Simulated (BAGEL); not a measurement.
**SiNH3OF2 (SMILES N[Si](O)(F)F) at B3LYP/6-31G(d) (density fitting with qzvpp-jkfit, spherical functions)**

What is the energy change on altering one bond length of SiNH3OF2 at B3LYP/6-31G* (density fitting with qzvpp-jkfit, spherical functions)? 

The results are computed with BAGEL 1.2.2.

4 further runs of the same task are left out: 4 set aside as unsound or not needed. Runs told in other sessions of the task aren't counted.

## 1. The structure to begin with

SiNH3OF2: 8 atoms, total charge 0, spin state singlet. As SMILES, `N[Si](O)(F)F`. The shape is that of a PBE0-D4/def2-TZVP optimisation. This is one conformer, not always the lowest.

Bond lengths: N1–Si2 1.686 Å, Si2–O3 1.619 Å, Si2–F4 1.581 Å, Si2–F5 1.584 Å, N1–H6 1.006 Å, N1–H7 1.006 Å, O3–H8 0.958 Å. Angles: N1–Si2–O3 112.4°, N1–Si2–F4 115.5°, N1–Si2–F5 106.2°, O3–Si2–F4 104.1°, O3–Si2–F5 112.9°, F4–Si2–F5 105.9°, Si2–N1–H6 121.2°, Si2–N1–H7 120.5°, Si2–O3–H8 117.2°, H6–N1–H7 111.9°.

## 2. The energy at B3LYP/6-31G(d) (density fitting with qzvpp-jkfit, spherical functions)

File job.json:

```json
{ "bagel" : [

{
  "title" : "molecule",
  "basis" : "6-31gs.json",
  "df_basis" : "qzvpp-jkfit",
  "angstrom" : "true",
  "geometry" : [
    { "atom" : "N", "xyz" : [      -0.442300,       1.046800,       0.335400 ] },
    { "atom" : "Si", "xyz" : [       0.149700,      -0.326200,      -0.442800 ] },
    { "atom" : "O", "xyz" : [       0.387300,      -1.558900,       0.578900 ] },
    { "atom" : "F", "xyz" : [      -0.787600,      -0.930400,      -1.563300 ] },
    { "atom" : "F", "xyz" : [       1.475500,       0.124100,      -1.183100 ] },
    { "atom" : "H", "xyz" : [      -1.266000,       1.005400,       0.911900 ] },
    { "atom" : "H", "xyz" : [      -0.311700,       1.959400,      -0.068300 ] },
    { "atom" : "H", "xyz" : [       0.887300,      -1.377200,       1.375500 ] }
  ]
},

{
  "title" : "ks",
  "xc_func" : "b3lyp"
},

{
  "title" : "print",
  "file" : "orbitals.molden",
  "orbitals" : "true"
}

]}
```

The basis set 6-31G* is read from a file made from the Basis Set Exchange's data (not shown).

Command:

```console
$ BAGEL_NUM_THREADS=1 BAGEL job.json > job.out
```

The log of the run:

```text
* using 1 threads per process

  ===============================================================
  ===============================================================

  *** Geometry ***

  { "atom" : "N", "xyz" : [     -0.835826,      1.978165,      0.633814 ] },
  { "atom" : "Si", "xyz" : [      0.282892,     -0.616429,     -0.836771 ] },
  { "atom" : "O", "xyz" : [      0.731891,     -2.945894,      1.093962 ] },
  { "atom" : "F", "xyz" : [     -1.488348,     -1.758201,     -2.954209 ] },
  { "atom" : "F", "xyz" : [      2.788291,      0.234515,     -2.235735 ] },
  { "atom" : "H", "xyz" : [     -2.392393,      1.899931,      1.723241 ] },
  { "atom" : "H", "xyz" : [     -0.589028,      3.702729,     -0.129068 ] },
  { "atom" : "H", "xyz" : [      1.676754,     -2.602531,      2.599318 ] },

  Number of auxiliary basis functions:      490

  Since a DF basis is specified, we compute 2- and 3-index integrals:
    o Being stored without compression. Storage requirement is 0.025 GB

  Number of basis functions:       80
  Number of electrons      :       50

    * METHOD: MOLECULE                             0.24

  *** Kohn-Sham DFT ***

    * Removing 14914 points whose weight is below 1.00e-10
    * Grid points: 104334

  === Nuclear Repulsion ===
   268.3694241943

       - DIIS with orbital gradients will be used.

  === KS iteration (b3lyp / 6-31gs.json) ===
      0       -582.11372169          0.15520282           0.39
      1       -492.69185931          0.23627454           0.34
      2       -576.22326425          0.14885291           0.33
      3       -609.49387760          0.13080773           0.33
      4       -610.02261581          0.12125030           0.34
      5       -620.72595115          0.03053247           0.34
      6       -620.58133007          0.03662967           0.54
      7       -621.10060118          0.01021105           0.35
      8       -621.13129169          0.00660982           0.34
      9       -621.14930441          0.00155310           0.33
     10       -621.15034317          0.00029611           0.33
     11       -621.15037256          0.00014123           0.33
     12       -621.15038098          0.00002742           0.33
     13       -621.15038102          0.00002517           0.33
     14       -621.15038129          0.00000335           0.33
     15       -621.15038130          0.00000234           0.33
     16       -621.15038130          0.00000078           0.33
     17       -621.15038130          0.00000016           0.34
     18       -621.15038130          0.00000012           0.34
     19       -621.15038130          0.00000002           0.33
     20       -621.15038130          0.00000001           0.34
     21       -621.15038130          0.00000000           0.33
    * SCF iteration converged.

    * Permanent dipole moment:
           (    0.208060,    -0.808231,    -0.996326) a.u.

    * METHOD: KS                                   8.21

    * METHOD: PRINT                                0.02

  ===============================================================
```

Run time: 8.7 s. Hardware: 1 thread of AMD EPYC 9B14 (Zen 4), shared host; peak memory 0.42 GiB.

## 3. The distorted shape at the same level

File input.json:

```json
{ "bagel": [

{
  "title": "molecule",
  "basis": "6-31gs.json",
  "df_basis": "qzvpp-jkfit",
  "angstrom": true,
  "geometry": [
    { "atom": "N", "xyz": [      -0.546774,       0.316761,       0.658342 ] },
    { "atom": "Si", "xyz": [       0.045226,      -1.056239,      -0.119858 ] },
    { "atom": "O", "xyz": [       0.282826,      -2.288939,       0.901842 ] },
    { "atom": "F", "xyz": [      -0.892074,      -1.660439,      -1.240358 ] },
    { "atom": "F", "xyz": [       1.371026,      -0.605939,      -0.860158 ] },
    { "atom": "H", "xyz": [      -1.370474,       0.275361,       1.234842 ] },
    { "atom": "H", "xyz": [      -0.311700,       1.959400,      -0.068300 ] },
    { "atom": "H", "xyz": [       0.782826,      -2.107239,       1.698442 ] }
  ]
},

{ "title": "ks", "xc_func": "b3lyp" },

{ "title": "print", "file": "orbitals.molden", "orbitals": true }

]}
```

The basis set 6-31G* is read from a file made from the Basis Set Exchange's data (not shown).

Command:

```console
$ BAGEL_NUM_THREADS=1 BAGEL input.json > input.out
```

The log of the run:

```text
* using 1 threads per process

  ===============================================================
  ===============================================================

  *** Geometry ***

  { "atom" : "N", "xyz" : [     -1.033253,      0.598592,      1.244086 ] },
  { "atom" : "Si", "xyz" : [      0.085465,     -1.996002,     -0.226499 ] },
  { "atom" : "O", "xyz" : [      0.534464,     -4.325468,      1.704234 ] },
  { "atom" : "F", "xyz" : [     -1.685776,     -3.137775,     -2.343937 ] },
  { "atom" : "F", "xyz" : [      2.590864,     -1.145059,     -1.625463 ] },
  { "atom" : "H", "xyz" : [     -2.589821,      0.520357,      2.333513 ] },
  { "atom" : "H", "xyz" : [     -0.589028,      3.702729,     -0.129068 ] },
  { "atom" : "H", "xyz" : [      1.479327,     -3.982105,      3.209590 ] },

  Number of auxiliary basis functions:      490

  Since a DF basis is specified, we compute 2- and 3-index integrals:
    o Being stored without compression. Storage requirement is 0.025 GB

  Number of basis functions:       80
  Number of electrons      :       50

    * METHOD: MOLECULE                             0.21

  *** Kohn-Sham DFT ***

    * Removing 14129 points whose weight is below 1.00e-10
    * Grid points: 105119

  === Nuclear Repulsion ===
   265.3072760951

       - DIIS with orbital gradients will be used.

  === KS iteration (b3lyp / 6-31gs.json) ===
      0       -581.74947045          0.14837949           0.40
      1       -491.35458492          0.21955786           0.33
      2       -577.49739848          0.14794129           0.34
      3       -617.40146719          0.08198300           0.34
      4       -610.81231695          0.09429609           0.34
      5       -618.37427524          0.05779463           0.35
      6       -620.73491859          0.02219684           0.35
      7       -620.07213329          0.03866299           0.35
      8       -620.90963857          0.01374469           0.36
      9       -620.99147352          0.00565977           0.35
     10       -621.00822223          0.00093657           0.35
     11       -621.00856920          0.00038645           0.35
     12       -621.00863091          0.00005600           0.34
     13       -621.00863272          0.00002792           0.34
     14       -621.00863308          0.00001055           0.34
     15       -621.00863314          0.00000509           0.34
     16       -621.00863315          0.00000414           0.34
     17       -621.00863316          0.00000133           0.34
     18       -621.00863316          0.00000078           0.34
     19       -621.00863316          0.00000053           0.34
     20       -621.00863316          0.00000022           0.34
     21       -621.00863316          0.00000009           0.33
     22       -621.00863316          0.00000008           0.33
     23       -621.00863316          0.00000003           0.34
     24       -621.00863316          0.00000001           0.34
     25       -621.00863316          0.00000000           0.35
    * SCF iteration converged.

    * Permanent dipole moment:
           (    0.187478,    -0.802786,    -0.988083) a.u.

    * METHOD: KS                                   9.55

    * METHOD: PRINT                                0.02

  ===============================================================
```

It took 10 s on 1 thread of AMD EPYC 9B14 (Zen 4), shared host; peak memory 0.42 GiB.

## 4. Outcome

At B3LYP/6-31G* (density fitting with qzvpp-jkfit, spherical functions):

```
                                                         quantity          value
                                        first shape: total energy  -621.15038 Eh
                                       first shape: dipole moment         3.30 D
                                         first shape: HOMO energy       -7.70 eV
                                         first shape: LUMO energy        0.94 eV
                                       first shape: HOMO–LUMO gap        8.64 eV
                                    distorted shape: total energy  -621.00863 Eh
                                   distorted shape: dipole moment         3.27 D
                                     distorted shape: HOMO energy       -7.49 eV
                                     distorted shape: LUMO energy       -3.57 eV
                                   distorted shape: HOMO–LUMO gap        3.92 eV
energy change with the N1–H7 bond stretched from 1.006 to 1.811 Å       3.857 eV
```

In words: One bond (distorted shape) is far stretched, which a spin-restricted single reference describes badly; a broken-symmetry solution may lie lower. With the N1–H7 bond stretched from 1.006 to 1.811 Å the energy rises by 3.86 eV (89 kcal/mol). The first shape isn't relaxed at this level, so the change isn't measured from a minimum. A restricted reference can't describe the breaking bond well at this length.
